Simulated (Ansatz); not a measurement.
# Cu2O: a point defect seen from the nuclei (P on an O site), part 2 of 3

Wanted: the field gradients around P on an O site in Cu2O, cell charge -1, before and after the neighbours move. The cell is a supercell built from a COD entry (the entry's cell lengths or inner coordinates differ somewhat from later room-temperature determinations). Planned: a single point, then a relaxation, then a check of method with width with grid.

Ansatz 0.2.0; DFT, PBE, plane-wave PAW, default files, scalar-relativistic, as far as a step names no other. The steps go on from the part before.

### 3 Ions relaxed

The COD entry's cell or inner coordinates are ideal or old and differ from later refinements, so a difference from it is no clean test against experiment.

input.yaml

```yaml
crystal:
  lattice:
    - [-4.26, 4.26, 4.26]
    - [4.26, -4.26, 4.26]
    - [4.26, 4.26, -4.26]
  atoms:
    - { symbol: Cu, position: [0.25, 0.25, 0.25] }
    - { symbol: Cu, position: [0.75, 0.75, 0.25] }
    - { symbol: Cu, position: [0.75, 0.25, 0.75] }
    - { symbol: Cu, position: [0.25, 0.75, 0.75] }
    - { symbol: Cu, position: [0.75, 0.5, 0.5] }
    - { symbol: Cu, position: [0.25, 0.0, 0.5] }
    - { symbol: Cu, position: [0.25, 0.5, 0.0] }
    - { symbol: Cu, position: [0.75, 0.0, 0.0] }
    - { symbol: Cu, position: [0.5, 0.5, 0.75] }
    - { symbol: Cu, position: [0.0, 0.0, 0.75] }
    - { symbol: Cu, position: [0.0, 0.5, 0.25] }
    - { symbol: Cu, position: [0.5, 0.0, 0.25] }
    - { symbol: Cu, position: [0.5, 0.75, 0.5] }
    - { symbol: Cu, position: [0.0, 0.25, 0.5] }
    - { symbol: Cu, position: [0.0, 0.75, 0.0] }
    - { symbol: Cu, position: [0.5, 0.25, 0.0] }
    - { symbol: P, position: [0.0, 0.0, 0.0] }
    - { symbol: O, position: [0.5, 0.5, 0.0] }
    - { symbol: O, position: [0.5, 0.0, 0.5] }
    - { symbol: O, position: [0.0, 0.5, 0.5] }
    - { symbol: O, position: [0.5, 0.5, 0.5] }
    - { symbol: O, position: [0.0, 0.0, 0.5] }
    - { symbol: O, position: [0.0, 0.5, 0.0] }
    - { symbol: O, position: [0.5, 0.0, 0.0] }
total_charge: -1
kpoints:
  mp_grid: { grid: [3, 3, 3] }
scf:
  occupations: { method: fermi_dirac, width: 0.01 }
hamiltonian:
  xc: pbe
  pseudopotentials: { kind: paw }
output:
  forces: true
  stress: true
  populations: true
  efg:
    quadrupole_moments_barn: { Cu: -0.22, O: -0.02558 }
    contact_densities: true
  write_density: true
  write_potential: true
  elf: true
  volumetric_format: npy
relax:
  f_tol: 0.03
  max_steps: 40
```

Started as:

```console
> ansatz run input.yaml --threads 1 --pin off --max-ram 3072MiB --backend cpu --events-out ev --progress --plain --runs-dir out
```

What it wrote:

```text
Warning: output.stress: scf.convergence.dr2_threshold = 1e-7 eV (the SCF's general default) is looser than the 2.4e-9 eV advised for a printed stress (1e-10 eV for each atom of the cell: 24). What an SCF threshold leaves in a stress goes as its square root, and in the free energy as the threshold itself, and one threshold admits the most on a small cell: of the crystals measured, under no hybrid functional and no lock of the moments, on runs that ended without the residual-converged pass, on stresses that held no estimate of that error, the worst erred by over 100 MPa in a component at 1e-7 eV an atom and by under 5 at 1e-10. Every solve of this run answers to scf.convergence.dr2_threshold, and the tensor of one is reported: a single SCF on the reported geometry and on this run's grids (its basis.xc_grid and basis.ecutrho_ratio typed), with scf.convergence.dr2_threshold at 2.4e-9 eV or tighter, prints it and tightens no other solve. Else set scf.convergence.dr2_threshold to 2.4e-9 eV or tighter. The threshold is an SCF's pass mark: one that does not reach it within its budget of iterations ends unconverged, or closes short of it on a stop that the run arms, and scf.convergence.dr2_threshold's page says what that costs each kind of run
Warning: RAYON_NUM_THREADS=1 ignored (pool sized by the plan → 1); use --threads N
Engine: ansatz 0.2.0, aarch64-unknown-linux-gnu
Pseudopotentials: kind: paw
Pseudopotential: Cu, paw, valence charge 19, recommended cutoff 420 eV (normal), Cu.paw.azcp
Pseudopotential: P, paw, valence charge 5, recommended cutoff 420 eV (normal), P.paw.azcp
Pseudopotential: O, paw, valence charge 6, recommended cutoff 420 eV (normal), O.paw.azcp
Functional definition: PBE
  parameter kappa = 0.804
  parameter beta = 0.06672455060314922
  exchange = pbe_x(kappa = kappa, mu = beta*pi^2/3)
  correlation = pbe_c(beta = beta)
Crystal: 24 atoms, lattice volume = 309.235 Å³
Basis set: ecut = 420 eV, 6051 PW (Γ), exchange–correlation on 100×100×100 points (8 copies of the dense FFT grid, shifted against one another)
Bands: 212, of which v1, the nominal top of the filled ones, is band 176 counted from 1 (175 counted from 0)
Symmetry: 24 space group operations
Space group: I-43m (ITA 217), of the structure as read, at distance tolerance 6.8e-5 Å
k-points: 4 of 27 (time reversal used)
Non-local potential: Cu, projectors of the file, l = 0: 3, l = 1: 2, l = 2: 3, l = 3: 1
Non-local potential: P, projectors of the file, l = 0: 2, l = 1: 2, l = 2: 2
Non-local potential: O, projectors of the file, l = 0: 2, l = 1: 2, l = 2: 1
PAW form: soft (Blöchl's): semilocal exchange-correlation on the pseudo side does not see the compensation charge
PAW one-centre angular grid: Cu, 590 points (default); XC on 64 Gauss nodes
PAW one-centre angular grid: P, 110 points (default); XC on 64 Gauss nodes
PAW one-centre angular grid: O, 110 points (default); XC on 64 Gauss nodes
Initial density: superposition of atomic densities (neutral atoms scaled as one to the charged cell's electrons: chi_scale 0, normalization atom), corrected by the library's trained network
Initial wavefunctions: pseudopotential atomic-orbital guess
Functional: x = pbe(κ = 0.804, μ = 0.2195149727645171), c = pbe(β = 0.06672455060314922)
SCF iter   1: F=—  HF=-110706.680051 eV  |F-HF|=—  |Δ(HF+E_count)|=         —  Δρ=5.11e-2  dr2=5.24e0  ethr=1.77e-3  ⟨swp⟩=6.0  Hψ=3256  notcnv=0  defer=4
preconditioner: auto → Resta (q_TF=auto, 2.788 Å⁻¹)  ε∞=11.4  [insulator: Δε(μ)=0.333 eV  Ē_g=9.800 eV  σ=0.010 eV  W_gap=1.00  n_scr=134 (ndim 8)  ℏωp=31.6 eV  f_vac=0.014  D(μ)=0.00/eV (n_scr^D=0)  ε∞_Penn≈11.4]
SCF iter   2: F=—  HF=-110706.322029 eV  |F-HF|=—  |Δ(HF+E_count)|=   3.58e-1  Δρ=3.37e-2  dr2=1.71e0  ethr=1.49e-3  ⟨swp⟩=2.2  Hψ=1332  notcnv=0  defer=112
SCF iter   3: F=—  HF=-110705.702340 eV  |F-HF|=—  |Δ(HF+E_count)|=   6.20e-1  Δρ=5.56e-3  dr2=1.33e-1  ethr=4.85e-4  ⟨swp⟩=2.8  Hψ=1351  notcnv=0  defer=112
SCF iter   4: F=—  HF=-110705.697576 eV  |F-HF|=—  |Δ(HF+E_count)|=   4.76e-3  Δρ=3.97e-3  dr2=2.49e-2  ethr=3.78e-5  ⟨swp⟩=2.8  Hψ=1122  notcnv=0  defer=112
SCF iter   5: F=—  HF=-110705.715465 eV  |F-HF|=—  |Δ(HF+E_count)|=   1.79e-2  Δρ=4.39e-3  dr2=4.04e-2  ethr=7.08e-6  ⟨swp⟩=3.0  Hψ=1485  notcnv=0  defer=112
SCF iter   6: F=—  HF=-110705.715937 eV  |F-HF|=—  |Δ(HF+E_count)|=   4.72e-4  Δρ=9.51e-4  dr2=2.40e-3  ethr=7.08e-6  ⟨swp⟩=2.5  Hψ=1712  notcnv=0  defer=112
SCF iter   7: F=—  HF=-110705.715265 eV  |F-HF|=—  |Δ(HF+E_count)|=   6.73e-4  Δρ=2.97e-4  dr2=4.41e-4  ethr=6.83e-7  ⟨swp⟩=2.0  Hψ=1057  notcnv=0  defer=112
SCF iter   8: F=—  HF=-110705.715268 eV  |F-HF|=—  |Δ(HF+E_count)|=   3.38e-6  Δρ=1.89e-4  dr2=1.01e-4  ethr=1.25e-7  ⟨swp⟩=2.0  Hψ=1125  notcnv=0  defer=112
SCF iter   9: F=-110705.715244 eV  HF=-110705.715251 eV  |F-HF|=7.17e-6  |Δ(HF+E_count)|=   1.69e-5  Δρ=5.30e-5  dr2=1.03e-5  ethr=6.39e-9  ⟨swp⟩=8.8  Hψ=7278  notcnv=0
SCF 1 converged in 9 iterations: F = -110705.715244 eV  dr2 = 1.03e-5
relax step   1: F+E_penalty+E_count = -110705.71524385 eV  Δ(F+E_penalty+E_count) = +0.000e0 eV  max|allowed force component| = 3.349e0 eV/Å  Δτ_max = 0.0000 Å  (9 SCF iters, dr2 threshold 2.25e-5 eV, accepted)
[... 14 lines left out ...]
relax step   2: F+E_penalty+E_count = -110707.90602812 eV  Δ(F+E_penalty+E_count) = -2.191e0 eV  max|allowed force component| = 1.088e0 eV/Å  Δτ_max = 0.1322 Å  (9 SCF iters, dr2 threshold 1.00e-4 eV, accepted)
[... 11 lines left out ...]
relax step   3: F+E_penalty+E_count = -110708.38844731 eV  Δ(F+E_penalty+E_count) = -4.824e-1 eV  max|allowed force component| = 1.208e-1 eV/Å  Δτ_max = 0.1486 Å  (9 SCF iters, dr2 threshold 7.40e-5 eV, accepted)
[... 11 lines left out ...]
relax step   4: F+E_penalty+E_count = -110708.40709985 eV  Δ(F+E_penalty+E_count) = -1.865e-2 eV  max|allowed force component| = 3.173e-2 eV/Å  Δτ_max = 0.0279 Å  (9 SCF iters, dr2 threshold 9.11e-7 eV, accepted)
[... 10 lines left out ...]
relax step   5: F+E_penalty+E_count = -110708.40814422 eV  Δ(F+E_penalty+E_count) = -1.044e-3 eV  max|allowed force component| = 1.518e-2 eV/Å  Δτ_max = 0.0093 Å  (8 SCF iters, accepted)
NSCF: frozen V_eff on 4 k-points
the band table was solved once a step of the walk had ended and its energy, with any forces and stress, was formed, with the checks that follow a solve (3116 applications of the Hamiltonian). They found nothing against the state; the energy, forces and stress were not computed again (output.eigenvalues in the input reference)
SCF converged after 8 iterations
Free energy (F): -110708.408144 eV
Harris-Foulkes:  -110708.408144 eV  (|F-HF|=7.83e-9)
Internal energy: -110708.408144 eV  (E = F + TS)
E sigma→0 (E₀):  -110708.408144 eV
Fermi energy:    11.875322 eV
--- Per-component energies (eV) ---
[... 15 lines left out ...]
--- Forces (eV/Å), atoms counted from 1 ---
  atom   1  Cu     0.01517742     0.01517742     0.01517742
  atom   2  Cu     0.00424701     0.00424701     0.00768794
  atom   3  Cu     0.00424701     0.00768794     0.00424701
  atom   4  Cu     0.00768794     0.00424701     0.00424701
  atom   5  Cu     0.00768794    -0.00424701    -0.00424701
  atom   6  Cu     0.00424701    -0.00768794    -0.00424701
  atom   7  Cu     0.00424701    -0.00424701    -0.00768794
  atom   8  Cu     0.01517742    -0.01517742    -0.01517742
  atom   9  Cu    -0.00424701    -0.00424701     0.00768794
  atom  10  Cu    -0.01517742    -0.01517742     0.01517742
  atom  11  Cu    -0.00768794    -0.00424701     0.00424701
  atom  12  Cu    -0.00424701    -0.00768794     0.00424701
  atom  13  Cu    -0.00424701     0.00768794    -0.00424701
  atom  14  Cu    -0.00768794     0.00424701    -0.00424701
  atom  15  Cu    -0.01517742     0.01517742    -0.01517742
  atom  16  Cu    -0.00424701     0.00424701    -0.00768794
  atom  17  P      0.00000000    -0.00000000     0.00000000
  atom  18  O     -0.00000000     0.00000000     0.00000000
  atom  19  O     -0.00000000    -0.00000000     0.00000000
  atom  20  O     -0.00000000     0.00000000    -0.00000000
  atom  21  O     -0.01005946    -0.01005946    -0.01005946
  atom  22  O      0.01005946     0.01005946    -0.01005946
  atom  23  O      0.01005946    -0.01005946     0.01005946
  atom  24  O     -0.01005946     0.01005946     0.01005946
  max |Σ_I F_I| component: 3.47e-18 eV/Å
--- Stress (GPa, compression-positive) ---
       10.770478      -0.000000      -0.000000
        0.000000      10.770478       0.000000
        0.000000      -0.000000      10.770478
  P = ⅓ Tr σ = 10.7705 GPa (107.705 kbar)
--- PAW observables at the nuclei: V_zz in 10²¹ V/m², potentials from the cell's mean, atoms counted from 1 ---
  atom   1  Cu V_zz =    -9.191857   η = 0.0000   by run symmetry: allowed   C_q = +48.8968 MHz
            electrostatic potential = -3757.101447 V   contact ρ = 147568.548016 e/Å³
  atom   2  Cu V_zz =    -6.949312   η = 0.3131   by run symmetry: allowed   C_q = +36.9674 MHz
            electrostatic potential = -3757.100664 V   contact ρ = 147559.005901 e/Å³
  atom   3  Cu V_zz =    -6.949312   η = 0.3131   by run symmetry: allowed   C_q = +36.9674 MHz
            electrostatic potential = -3757.100664 V   contact ρ = 147559.005901 e/Å³
  atom   4  Cu V_zz =    -6.949312   η = 0.3131   by run symmetry: allowed   C_q = +36.9674 MHz
            electrostatic potential = -3757.100664 V   contact ρ = 147559.005901 e/Å³
  atom   5  Cu V_zz =    -6.949312   η = 0.3131   by run symmetry: allowed   C_q = +36.9674 MHz
            electrostatic potential = -3757.100664 V   contact ρ = 147559.005901 e/Å³
  atom   6  Cu V_zz =    -6.949312   η = 0.3131   by run symmetry: allowed   C_q = +36.9674 MHz
            electrostatic potential = -3757.100664 V   contact ρ = 147559.005901 e/Å³
  atom   7  Cu V_zz =    -6.949312   η = 0.3131   by run symmetry: allowed   C_q = +36.9674 MHz
            electrostatic potential = -3757.100664 V   contact ρ = 147559.005901 e/Å³
  atom   8  Cu V_zz =    -9.191857   η = 0.0000   by run symmetry: allowed   C_q = +48.8968 MHz
            electrostatic potential = -3757.101447 V   contact ρ = 147568.548016 e/Å³
  atom   9  Cu V_zz =    -6.949312   η = 0.3131   by run symmetry: allowed   C_q = +36.9674 MHz
            electrostatic potential = -3757.100664 V   contact ρ = 147559.005901 e/Å³
  atom  10  Cu V_zz =    -9.191857   η = 0.0000   by run symmetry: allowed   C_q = +48.8968 MHz
            electrostatic potential = -3757.101447 V   contact ρ = 147568.548016 e/Å³
  atom  11  Cu V_zz =    -6.949312   η = 0.3131   by run symmetry: allowed   C_q = +36.9674 MHz
            electrostatic potential = -3757.100664 V   contact ρ = 147559.005901 e/Å³
  atom  12  Cu V_zz =    -6.949312   η = 0.3131   by run symmetry: allowed   C_q = +36.9674 MHz
            electrostatic potential = -3757.100664 V   contact ρ = 147559.005901 e/Å³
  atom  13  Cu V_zz =    -6.949312   η = 0.3131   by run symmetry: allowed   C_q = +36.9674 MHz
            electrostatic potential = -3757.100664 V   contact ρ = 147559.005901 e/Å³
  atom  14  Cu V_zz =    -6.949312   η = 0.3131   by run symmetry: allowed   C_q = +36.9674 MHz
            electrostatic potential = -3757.100664 V   contact ρ = 147559.005901 e/Å³
  atom  15  Cu V_zz =    -9.191857   η = 0.0000   by run symmetry: allowed   C_q = +48.8968 MHz
            electrostatic potential = -3757.101447 V   contact ρ = 147568.548016 e/Å³
  atom  16  Cu V_zz =    -6.949312   η = 0.3131   by run symmetry: allowed   C_q = +36.9674 MHz
            electrostatic potential = -3757.100664 V   contact ρ = 147559.005901 e/Å³
  atom  17  P  V_zz =    +0.000000   η = 0.0000   by run symmetry: forbidden
            electrostatic potential = -1498.032769 V   contact ρ = 16017.809632 e/Å³
  atom  18  O  V_zz =    +0.324324   η = 0.0000   by run symmetry: allowed   C_q = -0.2006 MHz
            electrostatic potential = -623.602421 V   contact ρ = 2155.305011 e/Å³
  atom  19  O  V_zz =    +0.324324   η = 0.0000   by run symmetry: allowed   C_q = -0.2006 MHz
            electrostatic potential = -623.602421 V   contact ρ = 2155.305011 e/Å³
  atom  20  O  V_zz =    +0.324324   η = 0.0000   by run symmetry: allowed   C_q = -0.2006 MHz
            electrostatic potential = -623.602421 V   contact ρ = 2155.305011 e/Å³
  atom  21  O  V_zz =    -2.907222   η = 0.0000   by run symmetry: allowed   C_q = +1.7982 MHz
            electrostatic potential = -623.829316 V   contact ρ = 2155.514018 e/Å³
  atom  22  O  V_zz =    -2.907222   η = 0.0000   by run symmetry: allowed   C_q = +1.7982 MHz
            electrostatic potential = -623.829316 V   contact ρ = 2155.514018 e/Å³
  atom  23  O  V_zz =    -2.907222   η = 0.0000   by run symmetry: allowed   C_q = +1.7982 MHz
            electrostatic potential = -623.829316 V   contact ρ = 2155.514018 e/Å³
  atom  24  O  V_zz =    -2.907222   η = 0.0000   by run symmetry: allowed   C_q = +1.7982 MHz
            electrostatic potential = -623.829316 V   contact ρ = 2155.514018 e/Å³
--- Band table (eV) ---
[... 4 lines left out ...]
--- Relaxed structure (5 steps of the walk, 5 accepted, 0 SCFs on fresh bases) ---
  F+E_penalty+E_count = -110708.40814422 eV   max|allowed force component| = 1.518e-2 eV/Å
  atoms:
    - { symbol: Cu, position: [0.28340086829113975, 0.2834008682911398, 0.28340086829113975] }
    - { symbol: Cu, position: [0.7497205797515678, 0.7497205797515678, 0.2356292570050714] }
    - { symbol: Cu, position: [0.7497205797515678, 0.2356292570050714, 0.7497205797515678] }
    - { symbol: Cu, position: [0.2356292570050714, 0.7497205797515678, 0.7497205797515678] }
    - { symbol: Cu, position: [0.7643707429949287, 0.5140913227464965, 0.5140913227464965] }
    - { symbol: Cu, position: [0.2502794202484322, 0.0, 0.4859086772535036] }
    - { symbol: Cu, position: [0.2502794202484322, 0.4859086772535036, 0.0] }
    - { symbol: Cu, position: [0.7165991317088602, 0.0, 0.0] }
    - { symbol: Cu, position: [0.5140913227464965, 0.5140913227464965, 0.7643707429949287] }
    - { symbol: Cu, position: [0.0, 0.0, 0.7165991317088602] }
    - { symbol: Cu, position: [0.0, 0.4859086772535036, 0.2502794202484322] }
    - { symbol: Cu, position: [0.4859086772535036, 0.0, 0.2502794202484322] }
    - { symbol: Cu, position: [0.5140913227464965, 0.7643707429949287, 0.5140913227464965] }
    - { symbol: Cu, position: [0.0, 0.2502794202484322, 0.4859086772535036] }
    - { symbol: Cu, position: [0.0, 0.7165991317088602, 0.0] }
    - { symbol: Cu, position: [0.4859086772535036, 0.2502794202484322, 0.0] }
    - { symbol: P, position: [-2.7372817466042744e-19, -5.748954447952896e-19, -4.493648969001698e-19] }
    - { symbol: O, position: [0.5, 0.5, -4.493648969001704e-19] }
    - { symbol: O, position: [0.5, -5.748954447952907e-19, 0.5] }
    - { symbol: O, position: [-2.7372817466042667e-19, 0.5, 0.5] }
    - { symbol: O, position: [0.5321084728809594, 0.5321084728809594, 0.5321084728809594] }
    - { symbol: O, position: [2.7755575615628914e-17, 0.0, 0.4678915271190407] }
    - { symbol: O, position: [0.0, 0.4678915271190407, 0.0] }
    - { symbol: O, position: [0.4678915271190407, 0.0, 2.7755575615628914e-17] }
--- Löwdin populations: 24 sites ---
  site symbol       q [e]
     0     Cu     18.5940
     1     Cu     18.4540
     2     Cu     18.4540
     3     Cu     18.4540
     4     Cu     18.4540
     5     Cu     18.4540
     6     Cu     18.4540
     7     Cu     18.5940
     8     Cu     18.4540
     9     Cu     18.5940
    10     Cu     18.4540
    11     Cu     18.4540
    12     Cu     18.4540
    13     Cu     18.4540
    14     Cu     18.5940
    15     Cu     18.4540
    16      P      5.7865
    17      O      6.9526
    18      O      6.9526
    19      O      6.9526
    20      O      6.9690
    21      O      6.9690
    22      O      6.9690
    23      O      6.9690
  spilling = 0.004703 (of n_electrons = 352.000000)
```

Run time: 3.6 min. Hardware: 1 thread of Arm Neoverse V2, shared host; peak memory 0.88 GiB.

Step by step:

| step | energy change (eV) | largest force component (eV/Å) |
| --- | --- | --- |
| 1 | 0.0000 | 3.349 |
| 2 | -2.1908 | 1.088 |
| 3 | -2.6732 | 0.121 |
| 4 | -2.6919 | 0.032 |
| 5 | -2.6929 | 0.015 |

Largest displacement: 0.246 Å (atom 8 and its like, Cu); mean 0.133 Å.

State: gap on the mesh 0.70 eV, largest force 0.026 eV/Å, pressure 10.8 GPa.

What changed since step 2 (V_zz in 10²¹ V/m²):

| site | atoms | V_zz, PBE | V_zz, PBE relaxed | η, PBE | η, PBE relaxed |
| --- | --- | --- | --- | --- | --- |
| P | 17 | 0.00 | 0.00 | – | – |
| Cu1 | 1, 8, 10, … | -10.59 | -9.19 | 0.00 | 0.00 |
| Cu2 | 2, 3, 4, … | -6.17 | -6.95 | 0.33 | 0.31 |
| O21 | 21, 22, 23, … | -2.76 | -2.91 | 0.00 | 0.00 |
| O18 | 18, 19, 20 | -1.14 | 0.32 | 0.00 | 0.00 |

Like atoms gathered into sites:

| site | atoms | distance from the defect (Å) | V_zz (10²¹ V/m²) | η | C_Q (MHz) |
| --- | --- | --- | --- | --- | --- |
| P | 17 | 0.00 | 0.00 | – | – |
| Cu1 | 1, 8, 10, 15 | 2.09 | -9.19 | 0.00 | 48.9 (⁶³Cu) |
| Cu2 | 2, 3, 4, 5, … | 3.44 | -6.95 | 0.31 | 37.0 (⁶³Cu) |
| O21 | 21, 22, 23, 24 | 3.45 | -2.91 | 0.00 | 1.80 (¹⁷O) |
| O18 | 18, 19, 20 | 4.26 | 0.32 | 0.00 | -0.201 (¹⁷O) |

Direction of the V_zz axis (Cartesian unit vector):

| site | atom | x | y | z |
| --- | --- | --- | --- | --- |
| Cu1 | 1 | 0.58 | 0.58 | 0.58 |
| Cu2 | 2 | 0.55 | 0.55 | 0.63 |
| O18 | 18 | 0.00 | 0.00 | 1.00 |
| O21 | 21 | 0.58 | 0.58 | 0.58 |

The sizes of the gradients above 0.15 moved by 13 % in the median, 72 % at the site that moves most (small gradients counted from 0.15; O18, -1.14 to 0.32), with a change of sign at O18.

Density in a lattice plane of the grid's cell (edges 7.38 and 7.38 Å, at 0.000 of the third edge), which holds Cu and P and O.

Ten even steps from ' ' (0.05 e/Å³) to '@' (63.29 e/Å³):
```
                                ::--..          
                                                
                                                
                                                
**--                                          ::
@@--                                          ==
..                                            ..
                                                
            ....                                
..        --%%==        ..                      
..        --++..                                
                                                
                                                
                      ..--..                    
                    ..##%%::                    
                    ..--::                      
                                                
                                                
                                  ::::          
                      ....      --@@**..        
```
Columns run along the first of these edges and rows up along the second, over one cell in 24 and 20 even steps from the bottom left corner. Atoms in the plane (fractional): Cu at (0.25, 0.49), Cu at (0.72, 0.00), Cu at (1.00, 0.72), Cu at (0.49, 0.25), P at (1.00, 1.00), O at (0.50, 0.50), O at (0.00, 0.47), O at (0.47, 0.00).

ELF in the same plane.

Ten even steps from '0' (0.03) to '9' (0.92):
```
157630015886871246325861
987420013777621122126888
532211001233101111124676
222111000000001111122322
862111110000000011111124
962111111000000011111127
311111111101232111111123
133211221126787410011111
888412442158778620000136
568316972286368510000377
378226741487786200001586
884122211377641100002588
641111111111111111001367
000011111114642111000111
000111111138952111110000
123321111236521111111101
566642101111111111111234
567753000136775112221377
005752001687785125532694
004641004872594169822880
```
Columns run along the first of these edges and rows up along the second, over one cell in 24 and 20 even steps from the bottom left corner. Atoms in the plane (fractional): Cu at (0.25, 0.49), Cu at (0.72, 0.00), Cu at (1.00, 0.72), Cu at (0.49, 0.25), P at (1.00, 1.00), O at (0.50, 0.50), O at (0.00, 0.47), O at (0.47, 0.00).

Both are smooth fields of the valence electrons: close to the nuclei they are not physical.

Maxima of ELF outside the ion cores: 0.88 on the P–Cu line, 0.8 Å from P; 0.85 in the shell around O, 0.5 Å from O; 0.84 on the O–Cu line, 0.6 Å from O.

[end of part 2 of 3]
